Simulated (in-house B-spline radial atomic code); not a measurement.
**Nb⁶⁺: ionisation energy by several methods**

The task here is to estimate one member of a computed series from the others.

Program: in-house B-spline radial atomic code version 1. Level of theory: scalar-relativistic (X2C), several functionals, spin-polarised; spherical all-electron atom at the radial basis limit. These are calculated values, not measurements, unless marked.

### What is computed

* element: niobium (Z = 41)
* charge: +6
* electrons: 35
* configuration: [Ar] 3d10 4s2 4p5
* nucleus: Fermi, rms radius 4.324 fm

Outer shells as boxes (Hund's rule):

[Ar] 3d10 4s2 4p5
```
[Ar] core
3d [↑↓][↑↓][↑↓][↑↓][↑↓]
4s [↑↓]
4p [↑↓][↑↓][↑ ]
```

Where spins are not typed, each open shell is filled with up spins first.

The first run:

The run's settings:

```ini
Z = 41
electrons = 35.0
configuration = [Ar] 3d10 4s2 4p5
hamiltonian = x2c
method = lda,vwn
spin_polarised = True
nucleus = fermi
rms_radius = 4.324
mass_number = 93
atomic_mass = 92.90637317
speed_of_light = 137.035999084
```

Among the steps run: LDA (VWN5); PBEsol, a GGA; OLYP, a GGA; exchange-only LDA; BLYP, a GGA.

One table of the session follows, with a row left open; its other results are not shown here.

| method | ΔSCF (eV) |
| --- | --- |
| LDA (VWN5) | ? |
| exchange-only LDA | 117.99 |
| PBEsol | 119.70 |
| OLYP | 119.75 |
| BLYP | 119.53 |

**Question.** Estimate the row for LDA (VWN5).

**Answer.** ΔSCF (eV): 120.05. In the column «ΔSCF (eV)» it is the highest.
